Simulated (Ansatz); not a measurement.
# PrW2I2: the cost of one run

Program: Ansatz 0.2.0. Level of theory: DFT PBE, scalar-relativistic, plane waves, PAW; 4f electrons in the core of a trivalent norm-conserving potential, unless a step names another level. These are calculated values, not measurements.

5 further runs of the same task are left out: 1 that didn't finish, 4 set aside as unsound or not needed. Runs told in other sessions of the task aren't counted.

## Step 1: What the formula suggests

Pauling electronegativities: Pr 1.13, W 2.36, I 2.66 (spread 1.53). No set of common oxidation states balances it. Tabulated atomic sizes suggest about 30 Å³/atom. 20 candidates were drawn, by swapping species into database cells of other compounds, at random by space group and Wyckoff sites, or by hand, as the table says:

| name | made from | space group no. | Wyckoff sites | atoms (primitive cell) | V (Å³/atom) |
| --- | --- | --- | --- | --- | --- |
| c01 | database cell of BaAs2Pd2 | 123 | Pr 1a; W 2h; I 2e | 5 | 30.1 |
| c02 | database cell of EuFe2As2 | 69 | Pr 4a; W 8i; I 8f | 5 | 28.4 |
| c03 | database cell of EuCu2Sb2 | 129 | Pr 2c; W 2a, 2c; I 2b, 2c | 10 | 29.2 |
| c05 | database cell of CsP2Ru2 | 139 | Pr 2a; W 4d; I 4e | 5 | 30.0 |
| c06 | random | 136 | Pr 2b; W 4d; I 4g | 10 | 35.9 |
| c07 | random | 191 | Pr 1b; W 2e; I 2c | 5 | 32.0 |
| c08 | database cell of EuIn2As2 | 166 | Pr 3b; W 6c; I 6c | 5 | 32.5 |
| c09 | database cell of EuIn2As2 | 194 | Pr 2a; W 4f; I 4f | 10 | 33.0 |
| c10 | database cell of SmAl2Si2 | 164 | Pr 1a; W 2d; I 2d | 5 | 35.9 |
| c11 | random | 191 | Pr 1b; W 2c; I 2d | 5 | 38.3 |
| c12 | random | 139 | Pr 2a; W 4c; I 4d | 5 | 34.3 |
| c13 | random | 47 | Pr 1a; W 2r; I 2q | 5 | 38.0 |
| c14 | random | 12 | Pr 2d; W 4i; I 4f | 5 | 32.8 |
| c15 | database cell of Tm2NiAs2 | 194 | Pr 2b; W 4f; I 2a, 2c | 10 | 29.0 |
| c16 | database cell of LuFe2Si2 | 139 | Pr 2a; W 4e; I 4d | 5 | 29.1 |
| c17 | random | 183 | Pr 1a; W 1a, 1a; I 2b | 5 | 34.4 |
| c18 | random | 160 | Pr 3a; W 3a, 3a; I 3a, 3a | 5 | 35.1 |
| c19 | random | 139 | Pr 2b; W 4d; I 4e | 5 | 32.1 |
| c20 | random | 183 | Pr 1a; W 2b; I 2b | 5 | 37.4 |
| c21 | random | 156 | Pr 1b; W 1a, 1c; I 1b, 1a | 5 | 38.1 |

## Step 2: Screening run of c01

input.yaml

```yaml
crystal:
  lattice:
    - [4.84557371, 0.0, 0.0]
    - [0.0, 4.84557371, 0.0]
    - [0.0, 0.0, 6.40608688]
  atoms:
    - { symbol: Pr, position: [0.0, 0.0, 0.0] }
    - { symbol: W, position: [0.5, 0.5, 0.72470683] }
    - { symbol: W, position: [0.5, 0.5, 0.27529317] }
    - { symbol: I, position: [0.5, 0.0, 0.5] }
    - { symbol: I, position: [0.0, 0.5, 0.5] }
basis:
  ecutwfc: 660
kpoints:
  mp_grid: { grid: [4, 4, 3] }
hamiltonian:
  xc: pbe
  pseudopotentials:
    kind: paw
    azcp: { Pr: "pseudopotentials/pbe/nc/lanthanide_3plus/Pr.nc.azcp" }
scf:
  occupations: { method: gaussian, width: 0.2 }
  lower_state_search: "off"
output:
  forces: true
  stress: true
  eigenvalues: true
relax:
  adjacent_minimum: "off"
  f_tol: 0.08
  max_steps: 16
  cell: { stress_tol: 0.8 }
```

On the command line:

```sh
ansatz run input.yaml --threads 1 --pin off --max-ram 2816MiB --backend cpu --events-out ev --progress --plain --runs-dir out
```

Q: Estimate wall time and peak memory on 1 thread of Intel Xeon 6975P-C (Granite Rapids), shared host.

About 48 s, with a peak of 0.57 GiB.
